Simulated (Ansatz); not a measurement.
# Sn3Se: the cost of one run

Program: Ansatz 0.2.0 through its Python package. Level of theory: DFT PBEsol+D4, plane waves, PAW. These are calculated values, not measurements.

## (1) Starting point

Symmetry: Fm-3m, No. 225, cubic system. Conventional cell: a = 7.466 Å, b = 7.466 Å, c = 7.466 Å, α = 90.00°, β = 90.00°, γ = 90.00°. Sn (site symmetry -43m) is surrounded by 4 Sn at 3.23 Å and 4 Se at 3.23 Å. Around Sn (site symmetry m-3m) lie 8 Sn at 3.23 Å. Around Se (site symmetry m-3m) lie 8 Sn at 3.23 Å.

No structure file is read: the coordinates are typed or built in the script.

## (2) Script

Contents of scf_sn3se.py:

```python
'''Self-consistent field of Sn3Se at the given structure.'''

from dataclasses import dataclass

import ansatz as az
import matplotlib.pyplot as plt
import numpy as np


@dataclass(frozen=True)
class Settings:
    xc: str = 'pbesol'
    dispersion: str = 'D4'
    cutoff: int = 420
    kmesh: tuple[int, ...] = (7, 7, 7)
    smearing: str = 'tetrahedron'
    scf_tol: float = 1e-08


settings = Settings()

sn3se = (
    az.Lattice.fcc(7.466276)
    .space_group(225)
    .atom('Sn', [0.25, 0.75, 0.75])
    .atom('Sn', [0.5, 0.0, 0.0])
    .atom('Se', [0.0, 0.0, 0.0])
    .primitive()
)

# settings of the run
model = (
    sn3se.calculation()
    .functional(settings.xc, dispersion=settings.dispersion)
    .pseudopotentials('paw')
    .basis(settings.cutoff)
    .accuracy('high')
    .kpoints(mesh=settings.kmesh)
    .occupations(settings.smearing)
    .scf(tolerance=settings.scf_tol)
    .density_of_states(energy_step=0.1, nscf_kmesh_spacing=0.16)
    .band_table()
)
outcome = model.run(threads=1)
summary = outcome.report

n_atoms = len(summary['lattice']['sites'])
print('F =', round(summary['free_energy_ev'], 4), 'eV for', n_atoms, 'atoms')
print('E(sigma -> 0) =', round(summary['energy_sigma0_ev'], 4), 'eV, TS =', round(summary['entropy_ts_ev'], 5), 'eV')
print('closed by', summary['closed_by'], 'after', summary['n_iterations'], 'iterations')

dos = outcome.density_of_states()
energy = np.asarray(dos.energies_ev) - dos.fermi_ev
top = min(levels[-1] for levels in summary['eigenvalues_ev']) - dos.fermi_ev  # the computed bands end here
fig, ax = plt.subplots(figsize=(5, 3.2))
for spin, channel in enumerate(dos.channels):
    ax.plot(energy, (-1) ** spin * np.asarray(channel.g_bin_mean_per_ev), lw=1)
ax.axvline(0, color='k', ls=':')
ax.set(xlim=(-8, min(6, top)), xlabel='E - E_F (eV)', ylabel='states/eV', title='Sn3Se')
fig.tight_layout()
fig.savefig('dos.png', dpi=100)
print('states below E_F:', round(float(np.interp(0.0, energy, dos.spin_summed_integrated)), 3))

print(len(summary['kpoints_frac']), 'irreducible k-points (fractions, weight)')
for k, weight in list(zip(summary['kpoints_frac'], summary['kweights']))[:8]:
    print('  {:8.4f} {:8.4f} {:8.4f}'.format(*k), f'{weight:10.6f}')
```

## (3) Launch

Started as:

```bash
python scf_sn3se.py
```

Q: Estimate wall time and peak memory on 1 thread of Arm Neoverse V1, shared host.

About 10 s, with a peak of 0.48 GiB.
